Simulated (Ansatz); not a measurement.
# CH₅FOSSi₂: a ladder of functionals and wavefunction methods

One table from this session's results is given with a row withheld; the runs are named, their logs left out.

Method: functionals in def2-TZVPP, the program's frozen cores in correlated methods; program: Ansatz 0.2.0, Gaussian basis.

Plan: LDA (SPW92), PBE-D4, revPBE-D4, BLYP-D4, r2SCAN-D4, B97M-V, PBE0-D4, B3LYP-D4, r2SCANh-D4, r2SCAN0-D4, HSE06-D4, BHLYP-D4, CAM-B3LYP-D4, LC-ωPBE, ωB97X-V, ωB97M-V, B2PLYP, PBE-QIDH; CCSD(T)/def2-SVP; CCSD(T)/def2-TZVPP; MP2/def2-QZVPP; extrapolation to the limit; RPA on PBE.

## Structure used throughout

An earlier PBE0-D4 in a triple-zeta def2 set relaxation fixed the geometry.

11 atoms, charge 0, spin multiplicity 1.

Atoms are counted from 1 here; the program's logs count them from 0.

Bond lengths: F1–Si2 1.596 Å, Si2–Si3 2.347 Å, Si2–O4 1.670 Å, Si2–H7 1.477 Å, Si3–H8 1.486 Å, Si3–H9 1.485 Å, Si3–H10 1.486 Å, O4–C5 1.333 Å, C5–S6 1.604 Å, C5–H11 1.096 Å. Angles: F1–Si2–Si3 108.7°, F1–Si2–O4 107.8°, F1–Si2–H7 108.3°, Si3–Si2–O4 112.0°, Si3–Si2–H7 115.8°, O4–Si2–H7 103.9°, Si2–Si3–H8 110.4°, Si2–Si3–H9 108.6°, Si2–Si3–H10 108.8°, H8–Si3–H9 109.6°, H8–Si3–H10 109.6°, H9–Si3–H10 109.8°, Si2–O4–C5 126.5°, O4–C5–S6 124.4°, O4–C5–H11 114.0°, S6–C5–H11 121.7°.

Set-up of the first run:

in.yaml

```yaml
crystal:
  periodic: [false, false, false]
  atoms:
    - {symbol: F, position_ang: [-0.589228, 1.829458, 1.255742]}
    - {symbol: Si, position_ang: [0.361153, 1.103680, 0.198886]}
    - {symbol: Si, position_ang: [1.040534, -0.958817, 1.088213]}
    - {symbol: O, position_ang: [-0.500486, 0.919868, -1.219240]}
    - {symbol: C, position_ang: [-1.426937, -0.004975, -1.470379]}
    - {symbol: S, position_ang: [-2.249223, -0.113174, -2.843205]}
    - {symbol: H, position_ang: [1.446360, 2.036707, -0.164449]}
    - {symbol: H, position_ang: [-0.142983, -1.780685, 1.452016]}
    - {symbol: H, position_ang: [1.862865, -0.704863, 2.298837]}
    - {symbol: H, position_ang: [1.851442, -1.675486, 0.070161]}
    - {symbol: H, position_ang: [-1.588298, -0.708914, -0.645985]}
basis:
  gaussian: {orbitals: def2-TZVPP}
hamiltonian: {xc: lda}
output: {orbitals: {seedname: orbitals}}
```

On the command line:

```
$ ansatz run in.yaml --threads 4 --pin off --events-out ev --progress --plain --max-ram 10444MiB
```

Steps of the session up to this table: LDA; PBE-D4 (GGA); revPBE-D4 (GGA); BLYP-D4 (GGA); r2SCAN-D4 (meta-GGA); B97M-V (meta-GGA); B3LYP-D4 (hybrid); r2SCANh-D4 (hybrid); r2SCAN0-D4 (hybrid); HSE06-D4 (hybrid); BHLYP-D4 (hybrid); CAM-B3LYP-D4 (range-separated); LC-ωPBE (range-separated); ωB97X-V (range-separated); ωB97M-V (range-separated); B2PLYP (double hybrid); PBE-QIDH (double hybrid).

One table of the session follows, with a row left open; its other results are not shown here.

It belongs to the step «Orbital energies across the functionals». 

```
  functional  HOMO (eV)  LUMO (eV)  gap (eV)
 LDA (SPW92)      -5.82      -3.12      2.70
      PBE-D4      -5.66      -2.89      2.78
   revPBE-D4      -5.60      -2.80      2.81
     BLYP-D4      -5.49      -2.74      2.76
   r2SCAN-D4      -5.90      -2.77      3.14
      B97M-V      -5.98      -2.72      3.26
     PBE0-D4      -6.88      -1.96      4.92
    B3LYP-D4      -6.63      -2.16      4.47
  r2SCANh-D4      -6.36      -2.42      3.94
  r2SCAN0-D4      -7.04      -1.89      5.15
    HSE06-D4      -6.48      -2.34      4.14
    BHLYP-D4      -7.96      -0.88      7.08
CAM-B3LYP-D4      -8.21      -0.81      7.40
     LC-ωPBE      -9.61       0.30      9.91
     ωB97X-V          ?          ?         ?
     ωB97M-V      -9.08       0.19      9.27
```

**Question.** Estimate the row for ωB97X-V.

The run gave: HOMO (eV): -9.24; LUMO (eV): 0.26; gap (eV): 9.50. In the column «HOMO (eV)» it lies between LC-ωPBE (-9.61) and ωB97M-V (-9.08).
